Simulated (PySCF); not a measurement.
# A diatomic session: GeSb

An exercise on one series of results from a longer session: the logs are not shown, and one member is left open.

The runs use PySCF 2.14.0; Ge x2c-SVPall, Sb x2c-SVPall, spin-free X2C with a Gaussian nucleus.

Set-up of the first run:

A driver script around PySCF takes these settings:

```json
{"atoms": "Ge, Sb", "charge": "0", "basis": "Ge x2c-SVPall, Sb x2c-SVPall", "Hamiltonian": "spin-free X2C with a Gaussian nucleus", "basis functions": "68", "electrons treated": "83", "masses in u": "73.9212, 120.9038", "levels": "PBE0, PBE, r²SCAN, M06, BHandHLYP, LDA, HSE06, HF, MP2, SCS-MP2, CCSD, CCSD(T)", "grid": "80 radial by 434 angular points", "occupations": "held fixed by the projection of orbital angular momentum", "dissociation limit": "Ge + Sb, each in its ground configuration", "starting distance in angstrom": "2.525", "values of 2S to try": "1, 3, 5"}
```

Run with:

```sh
$ OMP_NUM_THREADS=1 python dia.py task.json out
```

Steps of the session up to this table: Set-up; PBE0 along the bond; Other states along the same grid; PBE (GGA); r²SCAN (meta-GGA); M06; BHandHLYP; LDA (local density); HSE06 (range-separated hybrid); UHF; Adding correlation.

One of the session's tables, all rows but one given; the rest of the session is left out.

| level | Re (Å) | ωe (cm⁻¹) | De (eV) | μ (D) |
| --- | --- | --- | --- | --- |
| UHF-CCSD | 2.462 | 282.4 | 1.84 | n/a |
| LDA | 2.434 | 289.2 | 3.80 | -0.14 |
| PBE | ? | ? | ? | ? |
| r²SCAN | 2.445 | 287.8 | 2.70 | -0.23 |
| PBE0 | 2.436 | 295.7 | 2.64 | -0.32 |
| M06 | 2.455 | 289.1 | 3.22 | -0.13 |
| HSE06 | 2.441 | 294.4 | 2.77 | -0.31 |

Q: Estimate the row for PBE from the others.

As computed: Re (Å): 2.470; ωe (cm⁻¹): 277.4; De (eV): 3.02; μ (D): -0.20. In the column «Re (Å)» it is the highest.

De is counted to Ge + Sb in their ground configurations.

To keep in mind: At some levels the lowest empty orbital lies below the highest filled one (the two can be of opposite spin).
